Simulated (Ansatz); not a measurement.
**C₈H₇F₃: up Jacob's ladder to CCSD(T)**

Aim: compute C₈H₇F₃ with functionals from several rungs and with coupled cluster, and see how far each lands from CCSD(T) at the basis-set limit for the atomisation energy.

The runs use Ansatz 0.2.0, Gaussian basis; functionals in def2-TZVPP, the program's frozen cores in correlated methods.

Plan: LDA (SPW92), PBE-D4, revPBE-D4, BLYP-D4, r2SCAN-D4, B97M-V, PBE0-D4, B3LYP-D4, r2SCANh-D4, r2SCAN0-D4, HSE06-D4, BHLYP-D4, CAM-B3LYP-D4, LC-ωPBE, ωB97X-V, ωB97M-V, B2PLYP, PBE-QIDH; CCSD(T)/def2-SVP; CCSD(T)/def2-TZVPP; MP2/def2-QZVPP; extrapolation to the limit; RPA on PBE.

## Step 1: The relaxed structure

An earlier PBE0-D4 in a triple-zeta def2 set relaxation fixed the geometry.

SMILES `FC(F)(F)Cc1ccccc1`, 18 atoms, charge 0, spin multiplicity 1.

Atoms are counted from 1 here; the program's logs count them from 0.

Bond lengths: F1–C2 1.338 Å, C2–F3 1.338 Å, C2–F4 1.342 Å, C2–C5 1.511 Å, C5–C6 1.500 Å, C5–H12 1.092 Å, C5–H13 1.092 Å, C6–C7 1.390 Å, C6–C11 1.390 Å, C7–C8 1.386 Å, C7–H14 1.085 Å, C8–C9 1.387 Å, C8–H15 1.084 Å, C9–C10 1.387 Å, C9–H16 1.084 Å, C10–C11 1.386 Å, C10–H17 1.084 Å, C11–H18 1.085 Å. Angles: F1–C2–F3 107.3°, F1–C2–F4 107.1°, F1–C2–C5 112.2°, F3–C2–F4 107.1°, F3–C2–C5 112.2°, F4–C2–C5 110.7°, C2–C5–C6 113.3°, C2–C5–H12 106.5°, C2–C5–H13 106.5°, C6–C5–H12 111.2°, C6–C5–H13 111.2°, H12–C5–H13 107.8°, C5–C6–C7 120.5°, C5–C6–C11 120.5°, C7–C6–C11 118.9°, C6–C7–C8 120.6°, C6–C7–H14 119.6°, C8–C7–H14 119.9° and more.

Geometry (Å):

```
F     1.20640   -1.21372   -2.24554
C     1.91511   -0.26583   -1.62049
F     2.60879   -0.86567   -0.64558
F     2.80580    0.20945   -2.50458
C     1.03931    0.84717   -1.09491
C     0.01905    0.37952   -0.09918
C    -1.23746   -0.04138   -0.52025
C    -2.17433   -0.49114    0.39647
C    -1.86423   -0.52446    1.74766
C    -0.61391   -0.10526    2.17656
C     0.32099    0.34403    1.25760
H     0.56202    1.30403   -1.96413
H     1.70931    1.58853   -0.65499
H    -1.48295   -0.01903   -1.57662
H    -3.15039   -0.81504    0.05414
H    -2.59704   -0.87379    2.46576
H    -0.36527   -0.12632    3.23132
H     1.29880    0.66890    1.59676
```

## Step 2: LDA

This LDA is Slater exchange with PW92 correlation.

in.yaml reads:

```yaml
crystal:
  periodic: [false, false, false]
  atoms:
    - {symbol: F, position_ang: [1.206399, -1.213716, -2.245541]}
    - {symbol: C, position_ang: [1.915107, -0.265830, -1.620492]}
    - {symbol: F, position_ang: [2.608789, -0.865672, -0.645584]}
    - {symbol: F, position_ang: [2.805798, 0.209454, -2.504582]}
    - {symbol: C, position_ang: [1.039314, 0.847169, -1.094914]}
    - {symbol: C, position_ang: [0.019054, 0.379517, -0.099177]}
    - {symbol: C, position_ang: [-1.237458, -0.041383, -0.520249]}
    - {symbol: C, position_ang: [-2.174330, -0.491141, 0.396466]}
    - {symbol: C, position_ang: [-1.864233, -0.524460, 1.747657]}
    - {symbol: C, position_ang: [-0.613906, -0.105263, 2.176556]}
    - {symbol: C, position_ang: [0.320991, 0.344026, 1.257604]}
    - {symbol: H, position_ang: [0.562022, 1.304027, -1.964130]}
    - {symbol: H, position_ang: [1.709315, 1.588534, -0.654985]}
    - {symbol: H, position_ang: [-1.482949, -0.019030, -1.576618]}
    - {symbol: H, position_ang: [-3.150393, -0.815041, 0.054138]}
    - {symbol: H, position_ang: [-2.597036, -0.873793, 2.465758]}
    - {symbol: H, position_ang: [-0.365271, -0.126320, 3.231324]}
    - {symbol: H, position_ang: [1.298800, 0.668901, 1.596758]}
basis:
  gaussian: {orbitals: def2-TZVPP}
hamiltonian: {xc: lda}
output: {orbitals: {seedname: orbitals}}
```

On the command line:

```sh
$ ansatz run in.yaml --threads 4 --pin off --events-out ev --progress --plain --max-ram 66560MiB --backend cuda --devices 0, --max-vram 37GiB
```

Further steps of the session: PBE-D4 (GGA); revPBE-D4 (GGA); BLYP-D4 (GGA); r2SCAN-D4 (meta-GGA); B97M-V (meta-GGA); PBE0-D4 (hybrid); B3LYP-D4 (hybrid); r2SCANh-D4 (hybrid); r2SCAN0-D4 (hybrid); HSE06-D4 (hybrid); BHLYP-D4 (hybrid); CAM-B3LYP-D4 (range-separated); LC-ωPBE (range-separated); ωB97X-V (range-separated); ωB97M-V (range-separated); B2PLYP (double hybrid); PBE-QIDH (double hybrid); CCSD(T) in def2-SVP; CCSD(T) in def2-TZVPP; MP2 in def2-QZVPP; RPA on PBE orbitals.

Q: Predict the results of all the runs planned. Wanted: atomisation energy, CCSD(T)/CBS; farthest beyond LDA; mean size of error, GGA; mean size of error, meta-GGA; mean size of error, hybrid; mean size of error, range-separated; mean size of error, double hybrid; gap, smallest and largest; T1 diagnostic.

The runs gave:

| quantity | value |
| --- | --- |
| atomisation energy, CCSD(T)/CBS | 8373.1 kJ/mol |
| functionals within 41.9 kJ/mol (0.5 %) | BLYP-D4, B3LYP-D4, r2SCANh-D4, ωB97X-V |
| farthest beyond LDA | PBE-D4 (+358.3 kJ/mol) |
| mean size of error, GGA | 169.0 kJ/mol |
| mean size of error, meta-GGA | 75.1 kJ/mol |
| mean size of error, hybrid | 118.7 kJ/mol |
| mean size of error, range-separated | 55.5 kJ/mol |
| mean size of error, double hybrid | 53.4 kJ/mol |
| gap, smallest and largest | 4.98 eV (LDA (SPW92)), 11.51 eV (LC-ωPBE) |
| T1 diagnostic | 0.0110 |
| triples share of the correlation energy | 4.2 % |

The LDA atomisation energy is off by 1466.9 kJ/mol (18 %): it overbinds. PBE-D4 is off by +358.3 kJ/mol. Double hybrids carry the basis error of their MP2 part in triple zeta, and no dispersion term here, so their miss is partly the set-up's. By mean error the best rung here is double hybrid (53.4 kJ/mol) and the worst beyond LDA is GGA (169.0 kJ/mol). The gap between the best rungs is small, so their order is not settled. Misses under about 41.9 kJ/mol are within the doubt on the reference itself, which lacks core-valence correlation, relativity and higher excitations. Hartree-Fock recovers 73 % of the binding; the rest is correlation. CCSD(T) in def2-SVP is off by -286.4 kJ/mol, which most functionals beat. The gap grows from 5.0 to 11.5 eV across the functionals, mostly with the share of exact exchange. The restricted reference is unstable towards a spin-broken one.
